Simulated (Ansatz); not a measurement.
# C2H7FOSi: up Jacob's ladder to CCSD(T)

An exercise on one series of results from a longer session: the logs are not shown, and one member is left open.

Computed with Ansatz 0.2.0, Gaussian basis. Level: functionals in def2-TZVPP, the program's frozen cores in correlated methods.

The runs, in order: LDA (SPW92), PBE-D4, revPBE-D4, BLYP-D4, r2SCAN-D4, B97M-V, PBE0-D4, B3LYP-D4, r2SCANh-D4, r2SCAN0-D4, HSE06-D4, BHLYP-D4, CAM-B3LYP-D4, LC-ωPBE, ωB97X-V, ωB97M-V, B2PLYP, PBE-QIDH; CCSD(T)/def2-SVP; CCSD(T)/def2-TZVPP; MP2/def2-QZVPP; extrapolation to the limit; RPA on PBE.

## The relaxed structure

All runs share one geometry, relaxed beforehand with PBE0-D4 in a triple-zeta def2 set.

SMILES `CO[SiH](C)F`, 12 atoms, charge 0, spin multiplicity 1.

Atoms are counted from 1 here; the program's logs count them from 0.

Bond lengths: C1–O2 1.410 Å, C1–H6 1.091 Å, C1–H7 1.096 Å, C1–H8 1.094 Å, O2–Si3 1.628 Å, Si3–C4 1.843 Å, Si3–F5 1.602 Å, Si3–H9 1.486 Å, C4–H10 1.092 Å, C4–H11 1.092 Å, C4–H12 1.092 Å. Angles: O2–C1–H6 108.3°, O2–C1–H7 111.6°, O2–C1–H8 110.9°, H6–C1–H7 108.5°, H6–C1–H8 108.7°, H7–C1–H8 108.7°, C1–O2–Si3 124.7°, O2–Si3–C4 108.2°, O2–Si3–F5 109.7°, O2–Si3–H9 109.8°, C4–Si3–F5 109.4°, C4–Si3–H9 114.5°, F5–Si3–H9 105.2°, Si3–C4–H10 110.5°, Si3–C4–H11 110.5°, Si3–C4–H12 110.7°, H10–C4–H11 108.3°, H10–C4–H12 108.4° and more.

Coordinates:

```tsv
atom	x (Å)	y (Å)	z (Å)
C1	0.5691	2.0044	-0.4529
O2	-0.0973	0.9167	0.1491
Si3	0.1378	-0.6460	-0.2436
C4	-0.8446	-1.6851	0.9185
F5	-0.3625	-0.9081	-1.7432
H6	0.4585	2.8758	0.1945
H7	1.6384	1.8011	-0.5829
H8	0.1351	2.2355	-1.4301
H9	1.5924	-0.9478	-0.2590
H10	-1.9022	-1.4152	0.8722
H11	-0.4994	-1.5430	1.9451
H12	-0.7482	-2.7436	0.6661
```

The first run:

The input, in.yaml:

```yaml
crystal:
  periodic: [false, false, false]
  atoms:
    - {symbol: C, position_ang: [0.569125, 2.004372, -0.452853]}
    - {symbol: O, position_ang: [-0.097302, 0.916735, 0.149116]}
    - {symbol: Si, position_ang: [0.137767, -0.645966, -0.243578]}
    - {symbol: C, position_ang: [-0.844631, -1.685111, 0.918525]}
    - {symbol: F, position_ang: [-0.362548, -0.908063, -1.743172]}
    - {symbol: H, position_ang: [0.458484, 2.875774, 0.194545]}
    - {symbol: H, position_ang: [1.638450, 1.801094, -0.582908]}
    - {symbol: H, position_ang: [0.135101, 2.235465, -1.430134]}
    - {symbol: H, position_ang: [1.592448, -0.947766, -0.259026]}
    - {symbol: H, position_ang: [-1.902223, -1.415156, 0.872228]}
    - {symbol: H, position_ang: [-0.499424, -1.543006, 1.945110]}
    - {symbol: H, position_ang: [-0.748247, -2.743572, 0.666149]}
basis:
  gaussian: {orbitals: def2-TZVPP}
hamiltonian: {xc: lda}
output: {orbitals: {seedname: orbitals}}
```

Command:

```
$ ansatz run in.yaml --threads 4 --pin off --events-out ev --progress --plain --max-ram 10444MiB
```

Among the steps run: LDA; PBE-D4 (GGA); revPBE-D4 (GGA); BLYP-D4 (GGA); r2SCAN-D4 (meta-GGA); B97M-V (meta-GGA); B3LYP-D4 (hybrid); r2SCANh-D4 (hybrid); r2SCAN0-D4 (hybrid); HSE06-D4 (hybrid); BHLYP-D4 (hybrid); CAM-B3LYP-D4 (range-separated); LC-ωPBE (range-separated); ωB97X-V (range-separated); ωB97M-V (range-separated); B2PLYP (double hybrid); PBE-QIDH (double hybrid).

One of the session's tables, all rows but one given; the rest of the session is left out.

It belongs to the step «Frontier levels by functional». 

| functional | HOMO (eV) | LUMO (eV) | gap (eV) |
| --- | --- | --- | --- |
| LDA (SPW92) | -7.08 | 0.12 | 7.20 |
| PBE-D4 | -6.95 | 0.37 | 7.32 |
| revPBE-D4 | -6.90 | 0.48 | 7.38 |
| BLYP-D4 | -6.87 | 0.42 | 7.29 |
| r2SCAN-D4 | -7.29 | 0.91 | 8.20 |
| B97M-V | -7.42 | 0.55 | 7.96 |
| PBE0-D4 | -8.52 | 1.20 | 9.71 |
| B3LYP-D4 | -8.29 | 0.90 | 9.19 |
| r2SCANh-D4 | -7.88 | 1.19 | 9.07 |
| r2SCAN0-D4 | ? | ? | ? |
| HSE06-D4 | -8.11 | 0.83 | 8.94 |
| BHLYP-D4 | -10.03 | 1.85 | 11.87 |
| CAM-B3LYP-D4 | -9.99 | 2.01 | 12.00 |
| LC-ωPBE | -11.33 | 3.28 | 14.61 |
| ωB97X-V | -11.00 | 3.08 | 14.09 |
| ωB97M-V | -10.90 | 2.66 | 13.56 |

**Question.** Estimate the row for r2SCAN0-D4.

Worked estimate for «HOMO (eV)». Against the share of exact exchange, r2SCAN-D4 (0, -7.29), r2SCANh-D4 (0.1, -7.88) give a slope of -5.90 per unit share; at 0.25 the line stands at -8.76.

The run gave: HOMO (eV): -8.76; LUMO (eV): 1.58; gap (eV): 10.33. In «HOMO (eV)» the line misses by 0.00.
